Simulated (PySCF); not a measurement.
# Co⁺, Co²⁺: ionisation energy in def2-TZVP

Aim: the ionisation energy of cobalt from differences of total energies, at each level of theory, and how far each lands from the tabulated value where there is one.

Method: unrestricted determinants in a Gaussian basis, no spin-orbit coupling in the energies. Code: PySCF 2.14.0.

**1. The system**

| Item | Value |
| --- | --- |
| Element | cobalt (Z = 27) |
| Basis | def2-TZVP |
| Hamiltonian | no relativity, point nucleus |
| State 1 | Co⁺: [Ar] 3d8, high-spin 3F determinant |
| State 2 | Co²⁺: [Ar] 3d7, high-spin 4F determinant |
| Methods | UHF, r2SCAN, TPSS, MP2 |
| Core shells frozen in the correlated runs | valence: [Ar] (for Co⁺) |

The outer shells:

Co+ [Ar] 3d8
```
[Ar] core
3d [↑↓][↑↓][↑↓][↑ ][↑ ]
```

Co2+ [Ar] 3d7
```
[Ar] core
3d [↑↓][↑↓][↑ ][↑ ][↑ ]
```

The runs were made by one driver on top of PySCF. The scripts below sum up each run's settings (the driver also hands on starting orbitals that pick excited configurations, and frozen orbitals as a list rather than a count), and the logs come from the driver's own runs. The driver starts from symmetry-adapted Hartree-Fock orbitals, holds the occupation by maximum overlap and uses a logarithmic radial grid for functionals, so a plain start would take other cycles.

The driver's launch:

```
OMP_NUM_THREADS=1 python atomrun2.py TASK.json OUT
```

The integrals over 45 functions and the set-up took 0.12 s of CPU time.

**2. Co⁺, method by method**

**UHF**

File input.py:

```python
from pyscf import gto, scf, dft, mp, cc
import basis_set_exchange as bse
mol = gto.M(atom="Co 0 0 0", charge=1, spin=2, symmetry="D2h",
            basis=gto.basis.parse(bse.get_basis("def2-TZVP", elements=["Co"], fmt="nwchem", header=False)))
mf = scf.UHF(mol)
mf.irrep_nelec = {'Ag': (5, 3), 'B1g': (1, 1), 'B2g': (1, 1), 'B3g': (1, 1), 'B1u': (2, 2), 'B2u': (2, 2), 'B3u': (2, 2)}
mf.kernel()
```

**r2SCAN**

input.py, as changed from the run before:

```diff
@@ -4,3 +4,3 @@
             basis=gto.basis.parse(bse.get_basis("def2-TZVP", elements=["Co"], fmt="nwchem", header=False)))
-mf = scf.UHF(mol)
+mf = dft.UKS(mol, xc="R2SCAN")
 mf.irrep_nelec = {'Ag': (5, 3), 'B1g': (1, 1), 'B2g': (1, 1), 'B3g': (1, 1), 'B1u': (2, 2), 'B2u': (2, 2), 'B3u': (2, 2)}
```

**TPSS**

input.py, as changed from the run before:

```diff
@@ -4,3 +4,3 @@
             basis=gto.basis.parse(bse.get_basis("def2-TZVP", elements=["Co"], fmt="nwchem", header=False)))
-mf = dft.UKS(mol, xc="R2SCAN")
+mf = dft.UKS(mol, xc="TPSS")
 mf.irrep_nelec = {'Ag': (5, 3), 'B1g': (1, 1), 'B2g': (1, 1), 'B3g': (1, 1), 'B1u': (2, 2), 'B2u': (2, 2), 'B3u': (2, 2)}
```

**MP2 (valence)**

```python
from pyscf import gto, scf, dft, mp, cc
import basis_set_exchange as bse
mol = gto.M(atom="Co 0 0 0", charge=1, spin=2, symmetry="D2h",
            basis=gto.basis.parse(bse.get_basis("def2-TZVP", elements=["Co"], fmt="nwchem", header=False)))
mf = scf.UHF(mol)
mf.irrep_nelec = {'Ag': (5, 3), 'B1g': (1, 1), 'B2g': (1, 1), 'B3g': (1, 1), 'B1u': (2, 2), 'B2u': (2, 2), 'B3u': (2, 2)}
mf.kernel()
mp.UMP2(mf, frozen=9).kernel()
```

**3. Co²⁺, method by method**

**UHF**

File input.py:

```python
from pyscf import gto, scf, dft, mp, cc
import basis_set_exchange as bse
mol = gto.M(atom="Co 0 0 0", charge=2, spin=3, symmetry="D2h",
            basis=gto.basis.parse(bse.get_basis("def2-TZVP", elements=["Co"], fmt="nwchem", header=False)))
mf = scf.UHF(mol)
mf.irrep_nelec = {'Ag': (5, 4), 'B1g': (1, 1), 'B2g': (1, 0), 'B3g': (1, 0), 'B1u': (2, 2), 'B2u': (2, 2), 'B3u': (2, 2)}
mf.kernel()
```

**r2SCAN**

input.py, as changed from the run before:

```diff
@@ -4,3 +4,3 @@
             basis=gto.basis.parse(bse.get_basis("def2-TZVP", elements=["Co"], fmt="nwchem", header=False)))
-mf = scf.UHF(mol)
+mf = dft.UKS(mol, xc="R2SCAN")
 mf.irrep_nelec = {'Ag': (5, 4), 'B1g': (1, 1), 'B2g': (1, 0), 'B3g': (1, 0), 'B1u': (2, 2), 'B2u': (2, 2), 'B3u': (2, 2)}
```

**TPSS**

input.py, as changed from the run before:

```diff
@@ -4,3 +4,3 @@
             basis=gto.basis.parse(bse.get_basis("def2-TZVP", elements=["Co"], fmt="nwchem", header=False)))
-mf = dft.UKS(mol, xc="R2SCAN")
+mf = dft.UKS(mol, xc="TPSS")
 mf.irrep_nelec = {'Ag': (5, 4), 'B1g': (1, 1), 'B2g': (1, 0), 'B3g': (1, 0), 'B1u': (2, 2), 'B2u': (2, 2), 'B3u': (2, 2)}
```

**MP2 (valence)**

File input.py:

```python
from pyscf import gto, scf, dft, mp, cc
import basis_set_exchange as bse
mol = gto.M(atom="Co 0 0 0", charge=2, spin=3, symmetry="D2h",
            basis=gto.basis.parse(bse.get_basis("def2-TZVP", elements=["Co"], fmt="nwchem", header=False)))
mf = scf.UHF(mol)
mf.irrep_nelec = {'Ag': (5, 4), 'B1g': (1, 1), 'B2g': (1, 0), 'B3g': (1, 0), 'B1u': (2, 2), 'B2u': (2, 2), 'B3u': (2, 2)}
mf.kernel()
mp.UMP2(mf, frozen=9).kernel()
```

**Question.** What will these runs give?

The runs gave:

```
              quantity                                                  value
ionisation energy, Co⁺  UHF 14.368, MP2 (valence) 16.694 eV; reference 17.084
```

**Reading.** The methods span 3.212 eV, from UHF (14.368) to TPSS (17.580). The reference is uncertain or not like for like (spin-orbit coupling or other relativistic terms), so no ranking of close methods is drawn. The basis is finite, and no extrapolation was made.
